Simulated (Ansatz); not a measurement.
# CH6SSi + H2: a complex and its separated parts

The complex below is one end of an elementary step. How strongly is it bound against its free parts?

Computed with Ansatz 0.2.0, Gaussian basis. Level: PBE0-D4/def2-TZVP structures, single points in def2-TZVPP, no counterpoise correction.

Levels: SPW92, PBE-D4, BLYP-D4, r2SCAN-D4, B97M-V, PBE0-D4, B3LYP-D4, r2SCAN0-D4, BHLYP-D4, CAM-B3LYP-D4, wB97X-V, wB97M-V, B2PLYP, PBE-QIDH, RPA on PBE, Hartree-Fock, MP2, CCSD, CCSD(T).

Correlated methods freeze the cores. B3LYP uses VWN-RPA correlation. B2PLYP carries no dispersion term here.

94 further runs of the same task are left out: 94 set aside as unsound or not needed.

### 1 Starting geometry

The complex: 11 atoms, charge 0, spin multiplicity 1.

Atoms are counted from 1 here; the program's logs count them from 0.

Bond lengths: Si1–H3 1.487 Å, Si1–H4 1.487 Å, Si1–C5 1.863 Å, Si1–S7 2.145 Å, H2–H6 0.748 Å, C5–H8 1.093 Å, C5–H9 1.092 Å, C5–H10 1.092 Å, S7–H11 1.343 Å. Angles: H3–Si1–H4 108.0°, H3–Si1–C5 111.2°, H3–Si1–S7 110.1°, H4–Si1–C5 111.3°, H4–Si1–S7 110.0°, C5–Si1–S7 106.4°, Si1–C5–H8 110.2°, Si1–C5–H9 110.8°, Si1–C5–H10 110.7°, H8–C5–H9 108.2°, H8–C5–H10 108.3°, H9–C5–H10 108.5°, Si1–S7–H11 94.9°.

Geometry (Å):

```xyz
11
charge 0, multiplicity 1
Si   -0.66555   -0.63776   -0.29118
H     1.50727    2.51666   -0.92127
H    -1.64087   -1.76070   -0.30393
H    -1.12566    0.38012   -1.27284
C    -0.50322    0.09326    1.41443
H     1.64614    1.79057   -1.03238
S     1.28420   -1.34958   -0.83360
H    -1.47040    0.46837    1.75764
H    -0.15562   -0.65749    2.12732
H     0.20556    0.92389    1.41265
H     0.91815   -1.76745   -2.05665
```

Its parts: CH6SSi holds atoms 1, 3, 4, 5, 7, 8, 9, 10, 11; H2 holds atoms 2, 6. Each part counts its atoms afresh in its own runs.

### 2 Relaxing CH6SSi alone

File relax-a/in.yaml:

```yaml
crystal:
  periodic: [false, false, false]
  atoms:
    - {symbol: Si, position_ang: [-0.665545, -0.637761, -0.291179]}
    - {symbol: H, position_ang: [-1.640871, -1.760697, -0.303928]}
    - {symbol: H, position_ang: [-1.125660, 0.380118, -1.272842]}
    - {symbol: C, position_ang: [-0.503218, 0.093262, 1.414433]}
    - {symbol: S, position_ang: [1.284196, -1.349578, -0.833598]}
    - {symbol: H, position_ang: [-1.470398, 0.468370, 1.757636]}
    - {symbol: H, position_ang: [-0.155615, -0.657488, 2.127317]}
    - {symbol: H, position_ang: [0.205562, 0.923893, 1.412654]}
    - {symbol: H, position_ang: [0.918147, -1.767450, -2.056645]}
basis:
  gaussian: {orbitals: def2-TZVP}
hamiltonian: {xc: pbe0, dispersion: d4}
relax: {f_tol: 0.005, max_steps: 200}
```

Started as:

```sh
> ansatz run in.yaml --threads 4 --pin off --events-out ev --progress --plain --max-ram 9574MiB
```

Further steps of the session: Relaxing H2 alone; SPW92/def2-TZVPP; PBE-D4/def2-TZVPP; BLYP-D4/def2-TZVPP; r2SCAN-D4/def2-TZVPP; B97M-V/def2-TZVPP; PBE0-D4/def2-TZVPP; B3LYP-D4/def2-TZVPP; r2SCAN0-D4/def2-TZVPP; BHLYP-D4/def2-TZVPP; CAM-B3LYP-D4/def2-TZVPP; wB97X-V/def2-TZVPP; wB97M-V/def2-TZVPP; B2PLYP/def2-TZVPP; PBE-QIDH/def2-TZVPP; RPA on PBE/def2-TZVPP; CCSD(T)/def2-TZVPP; Vibrations of CH6SSi; Vibrations of H2.

Before running it: what results should come out? Wanted: complex less parts, CCSD(T)/def2-TZVPP; with zero-point energy; largest T1 diagnostic.

As calculated:

| quantity | value |
| --- | --- |
| complex less parts, CCSD(T)/def2-TZVPP | -2.34 kJ/mol |
| with zero-point energy | +1.94 kJ/mol |
| largest T1 diagnostic | 0.010 |

**Reading.** At CCSD(T) the complex lies 2.34 kJ/mol below its parts. Among the functionals r2SCAN-D4 lands nearest to CCSD(T) (-0.01 kJ/mol) and SPW92 farthest (-4.94 kJ/mol). Mean unsigned error by rung: LDA 4.94, GGA 1.43, meta-GGA 0.54, hybrid 1.06, range-separated hybrid 1.07, double hybrid 0.97 kJ/mol. PBE-D4 gives a relative energy 2.39 kJ/mol too low, an error of 102 % of the reference. No counterpoise was applied, and triple zeta lacks some correlation, so the CCSD(T) reference has a basis error of its own, and close matches with it are partly luck.
